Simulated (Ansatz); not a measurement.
# CH3AlI: the cost of one run

Program: Ansatz 0.2.0, driven from Python. The levels of theory stand in the script. These are calculated values, not measurements.

## (1) The system

Bond lengths: C1–Al2 1.928 Å, Al2–I3 2.555 Å, C1–H4 1.168 Å, C1–H5 1.116 Å, C1–H6 1.153 Å. Angles: C1–Al2–I3 119.0°, Al2–C1–H4 110.7°, Al2–C1–H5 112.4°, Al2–C1–H6 112.2°, H4–C1–H5 109.9°, H4–C1–H6 106.6°, H5–C1–H6 104.8°.

The script holds or builds the structure itself.

## (2) The code

File methods_ch3ali.py:

```python
import ansatz as az

geometry_ang = [
    ('C', [-0.4735, 0.4479, -0.318]),
    ('Al', [0.5688, -1.1731, -0.3695]),
    ('I', [2.0451, -1.7621, 1.6305]),
    ('H', [0.2205, 1.3824, -0.2264]),
    ('H', [-1.22, 0.4465, 0.5122]),
    ('H', [-1.0989, 0.5945, -1.2749]),
]
molecule = az.Crystal.molecule()
for symbol, xyz in geometry_ang:
    molecule = molecule.atom(symbol, xyz)

calc = molecule.calculation().basis(gaussian='def2-SVP').spin('collinear', total=1)

methods = ['mp2', 'ccsd', 'ccsd_t']
reports = [calc.correlation(m).run(threads=1, pin='off').report for m in methods]
print(f'Hartree-Fock reference {reports[0]["reference_energy_ev"] / 27.211386246:.6f} Ha')
best = reports[-1]['free_energy_ev'] - reports[-1]['reference_energy_ev']
for method, each in zip(methods, reports):
    gained = each['free_energy_ev'] - each['reference_energy_ev']
    print(f'{method:8s} total {each["free_energy_ev"] / 27.211386246:.6f} Ha  correlation {gained:9.4f} eV  ({100 * gained / best:.1f} % of the last)')
```

## (3) Running it

Started as:

```sh
> python methods_ch3ali.py
```

**Question.** How long does this script take on 1 thread of Arm Neoverse V2, shared host, and how much memory does it need?

About 38 s, with a peak of 0.45 GiB.
